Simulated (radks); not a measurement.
**Valence configurations of Nb**

Aim: which of several valence configurations of Nb lies lowest at this level, and whether it is the one NIST lists ([Kr] 4d4 5s1).

Program: radks (a radial shooting solver on a logarithmic mesh, Libxc functionals) version 1. Level of theory: Dirac Kohn-Sham, BLYP, spin-unpolarised, spherical densities, finite nucleus; open shells are shared between the two j in proportion to 2j + 1. These are calculated values, not measurements, unless marked.

## 1. Starting point

| Item | Value |
| --- | --- |
| element | niobium (Z = 41) |
| charge | 0 |
| electrons | 41 |
| configuration | [Kr] 4d4 5s1 |
| nuclear rms radius | 4.324 fm |
| others tried | 4d3 5s1 5p1; 4d3 5s2; 4d2 5s1 5p2; 4d4 5p1; 4d5; 4d3.5 5s1.5; 4d2.5 5s1 5p1.5; 4d3.5 5s1 5p0.5; 4d2 5s2 5p1 |

Outer shells as boxes (Hund's rule):

Nb
```
[Kr] core
4d [↑ ][↑ ][↑ ][↑ ][  ]
5s [↑ ]
```

## 2. [Kr] 4d4 5s1

Settings of this run:

```text
Z 41
configuration [Kr] 4d4 5s1
relativity Dirac
functional b88,lyp
spin unpolarised
j_filling average
nucleus finite rms 4.324 fm
c 137.035999084
```

## 3. [Kr] 4d3 5s1 5p1

Settings, as their differences from step 2:

```diff
@@ -1,3 +1,3 @@
 Z 41
-configuration [Kr] 4d4 5s1
+configuration [Kr] 4d3 5s1 5p1
 relativity Dirac
```

## 4. [Kr] 4d3 5s2

Settings, as their differences from step 3:

```diff
@@ -1,3 +1,3 @@
 Z 41
-configuration [Kr] 4d3 5s1 5p1
+configuration [Kr] 4d3 5s2
 relativity Dirac
```

## 5. [Kr] 4d2 5s1 5p2

Settings, as their differences from step 4:

```diff
@@ -1,3 +1,3 @@
 Z 41
-configuration [Kr] 4d3 5s2
+configuration [Kr] 4d2 5s1 5p2
 relativity Dirac
```

## 6. [Kr] 4d4 5p1

Settings, as their differences from step 5:

```diff
@@ -1,3 +1,3 @@
 Z 41
-configuration [Kr] 4d2 5s1 5p2
+configuration [Kr] 4d4 5p1
 relativity Dirac
```

## 7. [Kr] 4d5

Settings, as their differences from step 6:

```diff
@@ -1,3 +1,3 @@
 Z 41
-configuration [Kr] 4d4 5p1
+configuration [Kr] 4d5
 relativity Dirac
```

## 8. [Kr] 4d3.5 5s1.5

Settings, as their differences from step 7:

```diff
@@ -1,3 +1,3 @@
 Z 41
-configuration [Kr] 4d5
+configuration [Kr] 4d3.5 5s1.5
 relativity Dirac
```

## 9. [Kr] 4d2.5 5s1 5p1.5

Settings, as their differences from step 8:

```diff
@@ -1,3 +1,3 @@
 Z 41
-configuration [Kr] 4d3.5 5s1.5
+configuration [Kr] 4d2.5 5s1 5p1.5
 relativity Dirac
```

## 10. [Kr] 4d3.5 5s1 5p0.5

Settings, as their differences from step 9:

```diff
@@ -1,3 +1,3 @@
 Z 41
-configuration [Kr] 4d2.5 5s1 5p1.5
+configuration [Kr] 4d3.5 5s1 5p0.5
 relativity Dirac
```

## 11. [Kr] 4d2 5s2 5p1

Settings, as their differences from step 10:

```diff
@@ -1,3 +1,3 @@
 Z 41
-configuration [Kr] 4d3.5 5s1 5p0.5
+configuration [Kr] 4d2 5s2 5p1
 relativity Dirac
```

What does the calculation give? Wanted: for each run, valence; E − E(NIST configuration); highest level; its energy; 1s shift.

**Answer**, as computed:

| valence | E − E(NIST configuration) (eV) | highest level | its energy (eV) | 1s shift (eV) |
| --- | --- | --- | --- | --- |
| 4d3 5s2 | -0.578 | 4d5/2 | -4.391 | -2.38 |
| 4d3.5 5s1.5 | -0.403 | 4d5/2 | -3.568 | -1.10 |
| 4d4 5s1 | 0.000 | 4d5/2 | -2.858 | +0.00 |
| 4d3.5 5s1 5p0.5 | 1.137 | 5p3/2 | -1.490 | -1.77 |
| 4d5 | 1.339 | 4d5/2 | -1.811 | +1.65 |
| 4d3 5s1 5p1 | 2.733 | 5p3/2 | -1.910 | -3.71 |
| 4d4 5p1 | 2.975 | 5p3/2 | -1.639 | -1.24 |
| 4d2 5s2 5p1 | 3.588 | 5p3/2 | -2.241 | -6.78 |
| 4d2.5 5s1 5p1.5 | 4.835 | 5p3/2 | -2.315 | -5.79 |
| 4d2 5s1 5p2 | 7.478 | 5p3/2 | -2.712 | -8.01 |

In words: Theory disagrees with NIST here: 4d3 5s2 comes out 0.578 eV lower. The energies are those of spherical spin-averaged densities, not of single terms. The 1s eigenvalue shifts by up to 8.01 eV as the valence charge is rearranged.
